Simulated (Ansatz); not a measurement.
SrSbO3, space group Pm-3m, a convergence test of the plane-wave cutoff

Program: the Python package of Ansatz (0.2.0).

Notebook, run cell by cell (the value of a cell's last expression is shown):

```python
from dataclasses import dataclass

import ansatz as az
import pandas as pd
```

```python
@dataclass
class Settings:
    functional: str = "lda"
    kspacing: float = 0.32
    smearing_width: float = 0.1
```

```python
opts = Settings()
```

```python
lattice = az.Lattice.of(
    [4.208672, 0.0, 0.0],
    [0.0, 4.208672, 0.0],
    [0.0, 0.0, 4.208672],
)
sites = [
    ("Sr", [0.0, 0.0, 0.0]),
    ("Sb", [0.5, 0.5, 0.5]),
    ("O", [0.5, 0.5, 0.0]),
    ("O", [0.5, 0.0, 0.5]),
    ("O", [0.0, 0.5, 0.5]),
]
xtal = az.Crystal(lattice=lattice)
for symbol, position in sites:
    xtal = xtal.atom(symbol, position)
```

```python
len(xtal.resolved().sites)
```

    5

```python
job = (
    xtal.calculation()
    .functional(opts.functional)
    .kpoints(spacing=opts.kspacing)
    .occupations(az.OccupationsMethod.COLD, width=opts.smearing_width)
)

rows = []
for value in [250, 350, 450, 550, 650, 750]:
    summary = job.basis(value).run(threads=1).report
    rows.append((value, summary["free_energy_ev"] / len(summary["lattice"]["sites"]), summary["n_iterations"], summary["n_pw"]))
```

    DeckWarning: basis.ecutwfc = 250 eV is below the records' recommended 420 eV, and the density's cutoff is lower with it unless basis.ecutrho_ratio is high enough to keep the records' density cutoff: compare with a run at a higher cutoff
    DeckWarning: basis.ecutwfc = 350 eV is below the records' recommended 420 eV, and the density's cutoff is lower with it unless basis.ecutrho_ratio is high enough to keep the records' density cutoff: compare with a run at a higher cutoff

```python
table = pd.DataFrame(rows, columns=["cutoff (eV)", "F/atom (eV)", "iterations", "plane waves"])
table.round(5)
```

       cutoff (eV)  F/atom (eV)  iterations  plane waves
    0          250  -2288.28205           7          691
    1          350  -2289.58995           7         1141
    2          450  -2289.65414           6         1575
    3          550  -2289.65597           6         2109
    4          650  -2289.65612           6         2801
    5          750  -2289.65624           6         3431

```python
# the last row is the reference
for row in rows[:-1]:
    shift = 1000 * (row[1] - rows[-1][1])
    print(f"{row[0]}: {shift:+.2f} meV/atom" + ("  (within 5 meV)" if abs(shift) < 5 else ""))
```

    250: +1374.19 meV/atom
    350: +66.29 meV/atom
    450: +2.10 meV/atom  (within 5 meV)
    550: +0.27 meV/atom  (within 5 meV)
    650: +0.12 meV/atom  (within 5 meV)

From 450 eV on it stays within 5 meV an atom of the value at 750 eV; the first row (250 eV) is off by 1374.2 meV and the last but one by 0.12 meV. The energy falls steadily, as expected when plane waves are added.

Reading the output:
- The cell holds an odd number of electrons and is run without spin, so a magnetic state may lie lower.
- The mesh is modest for a metal, so energies can be off by several to tens of meV an atom and pressures by half a GPa or more; differences at equal mesh fare better.
- The structure comes from a database of computed cells and needn't be a stable or known phase.
- Warnings are shown shortened and without file and line.
- Shifts are counted from the last row, which is itself no proven limit.
- The whole script took 7.8 s on 1 thread of Arm Neoverse V2 (shared host), peak memory 0.48 GiB.
